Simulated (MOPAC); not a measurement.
# One shape, several levels: CH5FOSiTe (SMILES O[SiH2]C(F)[TeH])

Aim: a comparison of 3 runs (AM1, MNDO, PM7) of CH5FOSiTe. 

The calculation is run with MOPAC 23.2.5.

6 further runs of the same task are left out: 6 set aside as unsound or not needed.

### 1 Starting point

The species is CH5FOSiTe (10 atoms), meant as a singlet with charge 0. SMILES: `O[SiH2]C(F)[TeH]`. The shape comes from a force field and isn't a relaxed structure. This is one conformer, not always the lowest.

Bond lengths: O1–Si2 1.682 Å, Si2–C3 1.889 Å, C3–F4 1.381 Å, C3–Te5 2.115 Å, O1–H6 1.056 Å, Si2–H7 1.493 Å, Si2–H8 1.484 Å, C3–H9 1.160 Å, Te5–H10 1.767 Å. Some angles: O1–Si2–C3 110.9°, Si2–C3–F4 104.9°, Si2–C3–Te5 110.2°, F4–C3–Te5 112.9°, O1–Si2–H7 106.7°, O1–Si2–H8 109.7°, C3–Si2–H7 110.7°, C3–Si2–H8 110.9°, Si2–O1–H6 105.1°, Si2–C3–H9 106.7°.

### 2 Energy and forces at AM1 (run 1)

calc.mop reads:

```
AM1 DISP GRADIENTS BONDS 1SCF AUX(PRECISION=6) THREADS=1
gradient of CH5FOSiTe

O 1.027100 1 1.475300 1 0.524000 1
Si 1.029000 1 -0.070600 1 -0.138700 1
C -0.597900 1 -0.960100 1 0.221000 1
F -0.402700 1 -2.252500 1 -0.223300 1
Te -2.195500 1 0.014700 1 -0.763700 1
H 0.522900 1 2.076200 1 -0.182900 1
H 2.175900 1 -0.800400 1 0.478700 1
H 1.274300 1 0.012500 1 -1.600000 1
H -0.735800 1 -0.948700 1 1.372500 1
H -2.014300 1 1.402400 1 0.315500 1
```

Run with:

```bash
mopac calc.mop
```

calc.out:

```text
MOPAC v23.2.5
AM1 CALCULATION RESULTS
[...]
           Empirical Formula: C H5 O Si F Te  =    10 atoms
      MOLECULAR POINT GROUP   :   C1
[...]
     SCF FIELD WAS ACHIEVED
[...]
                              SUM =        -93.10116 KCAL/MOL = FINAL HEAT OF FORMATION
          TOTAL ENERGY            =      -1228.29812 EV
          ELECTRONIC ENERGY       =      -3377.10340 EV
          CORE-CORE REPULSION     =       2148.80528 EV
          COSMO AREA              =        144.13 SQUARE ANGSTROMS
          COSMO VOLUME            =        144.51 CUBIC ANGSTROMS
          GRADIENT NORM           =        185.86228          =       58.77481 PER ATOM
          IONIZATION POTENTIAL    =          7.439410 EV
          HOMO LUMO ENERGIES (EV) =         -7.439 -0.537
          NO. OF FILLED LEVELS    =         16
          MOLECULAR WEIGHT        =        207.7338         POINT GROUP:  C1
[...]
 DIPOLE           X         Y         Z       TOTAL
 POINT-CHG.    -0.617     1.413    -1.578     2.207
 HYBRID         0.328     0.183     1.413     1.462
 SUM           -0.289     1.596    -0.166     1.631
[...]
 * JOB ENDED NORMALLY *
[...]
```

Run time: 0.04 s. Hardware: 1 thread of Arm Neoverse N1, shared host.

### 3 Energy and gradient at MNDO (run 2)

ch5fosite.mop reads:

```
MNDO 1SCF BONDS DISP GRADIENTS AUX(PRECISION=6) THREADS=1
CH5FOSiTe

O 1.027100 1 1.475300 1 0.524000 1
Si 1.029000 1 -0.070600 1 -0.138700 1
C -0.597900 1 -0.960100 1 0.221000 1
F -0.402700 1 -2.252500 1 -0.223300 1
Te -2.195500 1 0.014700 1 -0.763700 1
H 0.522900 1 2.076200 1 -0.182900 1
H 2.175900 1 -0.800400 1 0.478700 1
H 1.274300 1 0.012500 1 -1.600000 1
H -0.735800 1 -0.948700 1 1.372500 1
H -2.014300 1 1.402400 1 0.315500 1
```

Run with:

```bash
mopac ch5fosite.mop
```

ch5fosite.out:

```text
MOPAC v23.2.5
MNDO CALCULATION RESULTS
[...]
           Empirical Formula: C H5 O Si F Te  =    10 atoms
      MOLECULAR POINT GROUP   :   C1
[...]
     SCF FIELD WAS ACHIEVED
[...]
                              SUM =        -95.49572 KCAL/MOL = FINAL HEAT OF FORMATION
          TOTAL ENERGY            =      -1323.64027 EV
          ELECTRONIC ENERGY       =      -3476.49780 EV
          CORE-CORE REPULSION     =       2152.85753 EV
          COSMO AREA              =        144.13 SQUARE ANGSTROMS
          COSMO VOLUME            =        144.51 CUBIC ANGSTROMS
          GRADIENT NORM           =        221.89359          =       70.16891 PER ATOM
          IONIZATION POTENTIAL    =          9.607211 EV
          HOMO LUMO ENERGIES (EV) =         -9.607 -2.502
          NO. OF FILLED LEVELS    =         16
          MOLECULAR WEIGHT        =        207.7338         POINT GROUP:  C1
[...]
 DIPOLE           X         Y         Z       TOTAL
 POINT-CHG.     1.054     1.526    -0.271     1.875
 HYBRID        -0.673     0.050     0.403     0.786
 SUM            0.381     1.576     0.132     1.627
[...]
 * JOB ENDED NORMALLY *
[...]
```

Run time: 0.04 s. Hardware: 1 thread of Arm Neoverse N1, shared host.

### 4 Energy and forces at PM7 (run 3)

job.mop reads:

```
PM7 1SCF DISP GRADIENTS BONDS AUX(PRECISION=9) THREADS=1
CH5FOSiTe, PM7

O 1.027100 1 1.475300 1 0.524000 1
Si 1.029000 1 -0.070600 1 -0.138700 1
C -0.597900 1 -0.960100 1 0.221000 1
F -0.402700 1 -2.252500 1 -0.223300 1
Te -2.195500 1 0.014700 1 -0.763700 1
H 0.522900 1 2.076200 1 -0.182900 1
H 2.175900 1 -0.800400 1 0.478700 1
H 1.274300 1 0.012500 1 -1.600000 1
H -0.735800 1 -0.948700 1 1.372500 1
H -2.014300 1 1.402400 1 0.315500 1
```

Run with:

```bash
mopac job.mop
```

job.out:

```text
MOPAC v23.2.5
PM7 CALCULATION RESULTS
[...]
           Empirical Formula: C H5 O Si F Te  =    10 atoms
      MOLECULAR POINT GROUP   :   C1
[...]
     SCF FIELD WAS ACHIEVED
[...]
                              SUM =        -87.54394 KCAL/MOL = FINAL HEAT OF FORMATION
          TOTAL ENERGY            =      -1310.03997 EV
          ELECTRONIC ENERGY       =      -3548.02268 EV
          CORE-CORE REPULSION     =       2237.98271 EV
          COSMO AREA              =        144.13 SQUARE ANGSTROMS
          COSMO VOLUME            =        144.51 CUBIC ANGSTROMS
          GRADIENT NORM           =        174.98297          =       55.33447 PER ATOM
          IONIZATION POTENTIAL    =          7.975527 EV
          HOMO LUMO ENERGIES (EV) =         -7.976  0.392
          NO. OF FILLED LEVELS    =         16
          MOLECULAR WEIGHT        =        207.7338         POINT GROUP:  C1
[...]
 DIPOLE           X         Y         Z       TOTAL
 POINT-CHG.     0.168     1.295    -0.757     1.509
 HYBRID         0.009     0.760     1.543     1.720
 SUM            0.177     2.055     0.786     2.207
[...]
 * JOB ENDED NORMALLY *
[...]
```

It took 0.04 s on 1 thread of Arm Neoverse N1, shared host.

### 5 All runs side by side

```tsv
run	level	heat of formation (kcal/mol)	dipole moment (D)	HOMO energy (eV)	LUMO energy (eV)	wall time
1	AM1	-93.10	1.63	-7.44	-0.54	0.04 s
2	MNDO	-95.50	1.63	-9.61	-2.50	0.04 s
3	PM7	-87.54	2.21	-7.98	0.39	0.04 s
```

### 6 Results

```
                                        quantity           value
                             run 3: total energy    -48.14308 Eh
                            run 3: dipole moment          2.21 D
                              run 3: HOMO energy        -7.98 eV
                              run 3: LUMO energy         0.39 eV
                            run 3: HOMO–LUMO gap         8.37 eV
                        run 3: dispersion energy    -1.17 kJ/mol
run 3: heat of formation at this unrelaxed shape  -87.5 kcal/mol
                 run 3: largest force on an atom      3.650 eV/Å
```

What this shows: The dipole moment (its size) runs from 1.63 D (MNDO) to 2.21 D (PM7). The HOMO–LUMO gap runs from 6.90 eV (AM1) to 8.37 eV (PM7). Force-field and semi-empirical energies have zeros of their own, so their totals don't compare. All runs together took 0.12 s, the longest 0.04 s.
